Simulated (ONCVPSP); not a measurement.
**As: generating and testing an ONCV potential**

Aim: build the potential from the settings below, then test how well it stands in for the atom: other configurations, scattering, ghost states and the plane-wave cutoff that it needs.

Program: ONCVPSP 4.0.1.1 (patched build). Reference atom: PBE, scalar-relativistic, spherical and spin-unpolarised. All values are calculated.

15 further runs of the same task are left out: 3 that didn't finish, 12 set aside as unsound or not needed.

## 1. Settings

The settings as typed:

```json
{
  "element": "arsenic (As, Z = 33)",
  "type": "optimised norm-conserving Vanderbilt (ONCV)",
  "frozen core": "[Ar]",
  "valence charge": "15",
  "reference configuration": "3d10 4s2 4p3",
  "partial waves": "4s: rc 1.75 bohr, ncon 4, nbas 7, qcut 3.7 1/bohr, 3 projectors, debl 1.7 Ha; 4p: rc 2.00 bohr, ncon 4, nbas 7, qcut 3.6 1/bohr, 2 projectors, debl 2.5 Ha; 3d: rc 0.70 bohr, ncon 3, nbas 8, qcut 24.1 1/bohr, 2 projectors, debl 3.6 Ha",
  "local potential": "polynomial inside 0.60 bohr (lpopt 1, dvloc0 0 Ha)",
  "core correction": "Teter function, fcfact 5.25, rcfact 1.7"
}
```

## 2. Generating the potential

Input file As.dat:

```
# ATOM AND REFERENCE CONFIGURATION
# atsym  z   nc   nv     iexc    psfile
  As 33.00    5    3        4      upf
#
#   n    l    f
    1    0    2.00
    2    0    2.00
    2    1    6.00
    3    0    2.00
    3    1    6.00
    3    2   10.00
    4    0    2.00
    4    1    3.00
#
# PSEUDOPOTENTIAL AND OPTIMIZATION
# lmax
    2
#
#   l,   rc,      ep,       ncon, nbas, qcut
    0    1.75    0.00    4    7    3.70
    1    2.00    0.00    4    7    3.60
    2    0.70    0.00    3    8   24.10
#
# LOCAL POTENTIAL
# lloc, lpopt,  rc(5),   dvloc0
    4    1    0.60    0.00
#
# VANDERBILT-KLEINMAN-BYLANDER PROJECTORs
# l, nproj, debl
    0    3    1.70
    1    2    2.50
    2    2    3.60
#
# MODEL CORE CHARGE
# icmod, fcfact, rcfact
    3    5.25    1.70
#
# LOG DERIVATIVE ANALYSIS
# epsh1, epsh2, depsh
   -3.00    5.00    0.02
#
# OUTPUT GRID
# rlmax, drl
    6.00    0.01
#
# TEST CONFIGURATIONS
# ncnf
    4
# nvcnf
#   n    l    f
    3
    3    2   10.00
    4    0    2.00
    4    1    2.00
#
    3
    3    2   10.00
    4    0    2.00
    4    1    1.00
#
    3
    3    2   10.00
    4    0    2.00
    4    1    0.00
#
    3
    3    2   10.00
    4    0    1.00
    4    1    0.00
#
```

Started as:

```sh
$ oncvpsp.x < As.dat > As.out
```

Before running it: what results should come out? Wanted: cutoffs for 1 and 0.1 mHa per electron, occupied waves; bound ghosts; GHOST(+) flags; largest test error; largest phase difference near zero energy, channels read; rms error of d²Exc/dn², without and with the model core.

**Answer**, as computed:

| quantity | value |
| --- | --- |
| cutoffs for 1 and 0.1 mHa per electron, occupied waves | 207 Ha and 235 Ha |
| bound ghosts | s at -78.26 eV |
| GHOST(+) flags | s at 1738 eV, p at 42 eV |
| largest test error (AE − PS) | -310 meV, for 3d10 4s1 4p0 |
| largest phase difference near zero energy, channels read | 0.000 rad |
| rms error of d²Exc/dn², without and with the model core | 7.36 and 1.27 mHa |

A bound ghost (s) makes it unfit for use: electrons can fall into a state that the atom doesn't have. The worst unpolarised test, 3d10 4s1 4p0, is off by 310 meV on 105.4 eV; by total energies transferability rates as fair for so large an energy. That test lies far up in energy; among those under 40 eV, nearer to bonding, the largest error is 17 meV. By its cutoff, 207 Ha for the looser tolerance, it is very hard. At the looser tolerance the 3d wave is the slowest; 4s needs 25 Ha. Near zero energy the phases of the channels with partial waves agree within 0.001 rad. The pseudo curves have a pole with no partner nearby in the atom's: s at -2.88 Ha. The program also flags highly localised states, GHOST(+) (s, p). All of this concerns the isolated atom, not yet a solid.
